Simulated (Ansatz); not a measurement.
# Li+ with H₂O: structure and interaction energy

An exercise on one series of results from a longer session: the logs are not shown, and one member is left open.

Computed with Ansatz 0.2.0, Gaussian basis. Level: PBE0-D4 structure, single points in def2-TZVPPD.

Levels: PBE-D4, revPBE-D4, BLYP-D4, r2SCAN-D4, B97M-V, PBE0-D4, B3LYP-D4, HSE06-D4, wB97X-V, wB97M-V, B2PLYP, Hartree-Fock, MP2, CCSD, CCSD(T). The reference is CCSD(T) extrapolated to the basis limit.

Cores are frozen in the correlated methods. The outer core shell of Li, Na, Mg and K is correlated. B3LYP uses VWN-RPA correlation. B2PLYP carries no dispersion term here.

163 further runs of the same task are left out: 163 set aside as unsound or not needed.

**The system as given**

The pair, from a GFN2-xTB docking trial: 4 atoms, charge 1, spin multiplicity 1.

Atoms are counted from 1 here; the program's logs count them from 0.

Bond lengths: Li1–O2 1.746 Å, O2–H3 0.971 Å, O2–H4 0.970 Å. Angles: Li1–O2–H3 127.4°, Li1–O2–H4 129.5°, H3–O2–H4 103.1°.

As a file:

```xyz
4
charge 1, multiplicity 1
Li    0.0012   -0.0748   -1.6095
O     0.0045   -0.0009    0.1348
H     0.1610    0.7786    0.6923
H    -0.1667   -0.7029    0.7823
```

Atoms 1 to 1 are fragment A (Li+), the rest fragment B (H₂O).

The first run:

Contents of pre/in.yaml:

```yaml
crystal:
  periodic: [false, false, false]
  atoms:
    - {symbol: Li, position_ang: [0.001200, -0.074800, -1.609500]}
    - {symbol: O, position_ang: [0.004500, -0.000900, 0.134800]}
    - {symbol: H, position_ang: [0.161000, 0.778600, 0.692300]}
    - {symbol: H, position_ang: [-0.166700, -0.702900, 0.782300]}
basis:
  gaussian: {orbitals: def2-SVP}
total_charge: 1
hamiltonian: {xc: pbe, dispersion: d4}
relax: {f_tol: 0.03, max_steps: 250}
```

Launch:

```bash
> ansatz run in.yaml --threads 2 --pin off --events-out ev --progress --plain --max-ram 5222MiB
```

Steps of the session up to this table: A first relaxation in a small basis; Relaxation at PBE0-D4; wB97X-V/def2-TZVPPD; wB97M-V/def2-TZVPPD; B2PLYP/def2-TZVPPD; B97M-V/def2-TZVPPD; CCSD(T)/def2-TZVPPD; CCSD(T)/def2-QZVPPD; Hartree-Fock/STO-3G; SPW92/def2-SVP; wB97M-V/def2-SVP; CCSD(T)/def2-SVP; Vibrations of the pair.

One of the session's tables, all rows but one given; the rest of the session is left out.

```
      method  interaction (meV)
      PBE-D4              -1486
   revPBE-D4              -1442
     BLYP-D4              -1495
   r2SCAN-D4              -1442
      B97M-V              -1464
     PBE0-D4                  ?
    B3LYP-D4              -1537
    HSE06-D4              -1522
     wB97X-V              -1494
     wB97M-V              -1499
      B2PLYP              -1507
Hartree-Fock              -1533
         MP2              -1435
        CCSD              -1452
     CCSD(T)              -1437
 CCSD(T)/CBS              -1481
```

Estimate the missing values for PBE0-D4.

The run gave: interaction (meV): -1523. In the column «interaction (meV)» it lies between Hartree-Fock (-1533) and HSE06-D4 (-1522).

Among the levels timed on like hardware, those that no quicker one beats, quickest first: revPBE-D4 (0.8 s, +39 meV); PBE-D4 (0.85 s, -5 meV).

For cost: PBE-D4 gets within 5 meV in 0.85 s; the quickest level in the cost chart, revPBE-D4, takes 0.8 s and misses by 39 meV.

To keep in mind: A lower arrangement may exist.
